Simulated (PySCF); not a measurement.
# From one method to the next for Cs

Starting from one script, swap the method and compare what comes out for Cs.

Method: method and basis as typed in the scripts; program: PySCF 2.14.0.

5 further runs of the same task are left out: 1 for a known fault of the program, 4 that didn't finish.

### Step 1. The atom

Cs: 1 atom, charge 0, spin multiplicity 2.

### Step 2. The base run

Contents of input.py:

```python
from pyscf import gto, dft

mol = gto.M(
    atom='Cs 0 0 0',
    basis='lanl2dz',
    ecp={'Cs': 'lanl2dz'},
    charge=0,
    spin=1,
    symmetry=True,
    verbose=3,
)
mf = dft.UKS(mol, xc='b3pw91')
mf.kernel()
mf.mulliken_pop()
mf.dip_moment()
print('orbital energies (hartree):', [e[max(0, n-3):n+3].round(4) for e, n in zip(mf.mo_energy, mol.nelec)])
```

Run with:

```
$ OMP_NUM_THREADS=1 python input.py
```

### Step 3. Scan

Run 1 changes functional: b3pw91 → scan.

input.py: that of step 2 with these lines changed.

```diff
@@ -11,3 +11,3 @@
 )
-mf = dft.UKS(mol, xc='b3pw91')
+mf = dft.UKS(mol, xc='scan')
 mf.kernel()
```

### Step 4. RKS

Run 2 changes SCF type: UKS → RKS.

Contents of input.py:

```python
from pyscf import gto, dft

mol = gto.M(
    atom='Cs 0 0 0',
    basis='lanl2dz',
    ecp={'Cs': 'lanl2dz'},
    charge=0,
    spin=1,
    symmetry=True,
    verbose=3,
)
mf = dft.RKS(mol, xc='b3pw91')
mf.kernel()
mf.mulliken_pop()
mf.dip_moment()
print('orbital energies (hartree):', mf.mo_energy[..., max(0, mol.nelec[1]-3):mol.nelec[0]+3].round(4))
```

### Step 5. MP2 (UHF)

Run 3 changes step after the SCF: analyze → mp2; SCF type: UKS → UHF; functional: b3pw91 → none (Hartree–Fock).

input.py: that of step 2 with these lines changed.

```diff
@@ -1,2 +1,2 @@
-from pyscf import gto, dft
+from pyscf import gto, scf, mp
 
@@ -11,5 +11,5 @@
 )
-mf = dft.UKS(mol, xc='b3pw91')
+mf = scf.UHF(mol)
 mf.kernel()
-mf.mulliken_pop()
+mp.MP2(mf).kernel()
 mf.dip_moment()
```

### Step 6. Pbesol

Run 4 changes functional: b3pw91 → pbesol.

input.py: that of step 2 with these lines changed.

```diff
@@ -11,3 +11,3 @@
 )
-mf = dft.UKS(mol, xc='b3pw91')
+mf = dft.UKS(mol, xc='pbesol')
 mf.kernel()
```

### Step 7. CASSCF (ROHF)

Run 5 changes step after the SCF: analyze → casscf; SCF type: UKS → ROHF; functional: b3pw91 → none (Hartree–Fock); active space: none → 3 electrons in 4 orbitals.

Contents of input.py:

```python
from pyscf import gto, scf, mcscf

mol = gto.M(
    atom='Cs 0 0 0',
    basis='lanl2dz',
    ecp={'Cs': 'lanl2dz'},
    charge=0,
    spin=1,
    symmetry=True,
    verbose=3,
)
mf = scf.ROHF(mol)
mf.kernel()
mc = mcscf.CASSCF(mf, 4, 3)
mc.kernel()
mc.analyze()
mf.dip_moment()
print('orbital energies (hartree):', mf.mo_energy[..., max(0, mol.nelec[1]-3):mol.nelec[0]+3].round(4))
```

### Step 8. NEVPT2 (ROHF)

Run 6 changes step after the SCF: analyze → nevpt2; SCF type: UKS → ROHF; functional: b3pw91 → none (Hartree–Fock); active space: none → 5 electrons in 4 orbitals.

Contents of input.py:

```python
from pyscf import gto, scf, mcscf, mrpt

mol = gto.M(
    atom='Cs 0 0 0',
    basis='lanl2dz',
    ecp={'Cs': 'lanl2dz'},
    charge=0,
    spin=1,
    symmetry=True,
    verbose=3,
)
mf = scf.ROHF(mol)
mf.kernel()
mc = mcscf.CASSCF(mf, 4, 5)
mc.kernel()
mc.analyze()
mrpt.NEVPT(mc).kernel()
mf.dip_moment()
print('orbital energies (hartree):', mf.mo_energy[..., max(0, mol.nelec[1]-3):mol.nelec[0]+3].round(4))
```

**Question.** What will these runs give? Wanted: for each run, E(SCF); from base; after the SCF.

As calculated:

```tsv
run	E(SCF) (hartree)	from base (eV)	after the SCF
base	-19.901044	0	n/a
scan	-19.879438	not comparable	n/a
RKS	-19.901007	+0.0010	n/a
MP2 (UHF)	-19.606869	not comparable	MP2 correlation -0.025 eV
pbesol	-19.820933	not comparable	n/a
CASSCF (ROHF)	-19.606753	not comparable	CASSCF correlation 0.000 eV (this space leaves nothing to correlate)
NEVPT2 (ROHF)	-19.606753	not comparable	NEVPT2 correlation -0.027 eV (from the SCF energy, the CASSCF gain included)
```

A lower total energy from another functional means nothing by itself.
